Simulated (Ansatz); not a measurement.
# Cs (reference phase): the cost of one run

Program: Ansatz 0.2.0. Level of theory: DFT r²SCAN, with the methods named in each step. These are calculated values, not measurements.

## Step 1: The starting structure

The structure is cubic, space group Im-3m (No. 229). The conventional cell has a = 6.045 Å, b = 6.045 Å, c = 6.045 Å, α = 90.00°, β = 90.00°, γ = 90.00°.

Structure file:

```
Cs
1.0
    -3.02250    3.02250    3.02250
     3.02250   -3.02250    3.02250
     3.02250    3.02250   -3.02250
Cs
1
Direct
  0.00000 0.00000 0.00000
```

## Step 2: Relaxed, PAW

The input, input.yaml:

```yaml
crystal:
  lattice:
    - [-3.0225, 3.0225, 3.0225]
    - [3.0225, -3.0225, 3.0225]
    - [3.0225, 3.0225, -3.0225]
  atoms:
    - { symbol: Cs, position: [0.0, 0.0, 0.0] }
kpoints:
  mp_grid: { grid: [12, 12, 12] }
scf:
  occupations: { method: fermi_dirac, width: 0.05 }
hamiltonian:
  xc: r2scan
  pseudopotentials: { kind: paw }
output:
  forces: true
  stress: true
relax:
  f_tol: 0.003
  max_steps: 80
  cell: {}
```

Started as:

```
$ ansatz run input.yaml --threads 1 --pin off --max-ram 3072MiB --backend cpu --events-out ev --progress --plain --runs-dir out
```

What time and memory should one allow on 1 thread of Arm Neoverse V1, shared host?

About 44 s, with a peak of 0.68 GiB.
